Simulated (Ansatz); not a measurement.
Working through a scan of the bond length of CuS

Program: Ansatz 0.2.0 through its Python package.

Run as a notebook:

In [1]:
```python
import ansatz as az
import numpy as np
```

In [2]:
```python
system = (
    az.Crystal.molecule()
    .atom("Cu", (0.0, 0.0, 0.0))
    .atom("S", (0.0, 0.0, 2.12))
)
```

In [3]:
```python
symbols = [site.symbol for site in system.cartesian_sites]
start = np.array([site.position_ang for site in system.cartesian_sites])
axis = (start[1] - start[0]) / np.linalg.norm(start[1] - start[0])
moving = [1]
lengths, energies = [1.8, 1.95, 2.12, 2.33, 2.65, 3.18, 3.82, 4.66], []
for length in lengths:
    xyz = start.copy()
    xyz[moving] += (length - np.linalg.norm(start[1] - start[0])) * axis
    point = az.Crystal.molecule()
    for symbol, place in zip(symbols, xyz):
        point = point.atom(symbol, place.tolist())
    setup = (
        point.calculation()
        .basis(gaussian="def2-SVP")
        .functional("CAM-B3LYP")
        .spin("collinear", total=1)
    )
    report = setup.run(threads=1, pin="off").report
    energies.append(report["free_energy_ev"])
    print(f"r = {length:6.3f} A  E = {energies[-1]:.5f} eV  <S^2> = {abs(report['mean_field']['state']['spin_squared']):.3f}")

print("energy above the lowest point (eV):", [round(e - min(energies), 3) for e in energies])
```
```text
r =  1.800 A  E = -55467.52133 eV  <S^2> = 0.754
r =  1.950 A  E = -55468.22479 eV  <S^2> = 0.754
r =  2.120 A  E = -55468.36832 eV  <S^2> = 0.755
r =  2.330 A  E = -55468.11064 eV  <S^2> = 0.756
r =  2.650 A  E = -55467.42030 eV  <S^2> = 0.771
r =  3.180 A  E = -55466.38065 eV  <S^2> = 1.133
r =  3.820 A  E = -55465.80784 eV  <S^2> = 1.537
r =  4.660 A  E = -55465.59429 eV  <S^2> = 1.713
energy above the lowest point (eV): [0.847, 0.144, 0.0, 0.258, 0.948, 1.988, 2.56, 2.774]
```

The lowest point is at 2.120 Å. At the shortest distance (1.80 Å) the energy is 0.85 eV higher, at the longest (4.66 Å) 2.77 eV.

Caveats:
- Total energies depend on the basis set; only differences at equal settings carry meaning.
- The basis set is modest, and single-reference methods fail as a bond breaks.
- The run takes the species as open-shell (spin multiplicity 2), which needn't be its ground state.
- The expectation value of S² is noticeably off S(S+1) in at least one run, so that state is spin-contaminated.
- The spin state was assumed, and another may lie lower.
- The whole script took 59 s on 1 thread of Arm Neoverse V2, with other jobs on the host, peak memory 0.22 GiB.
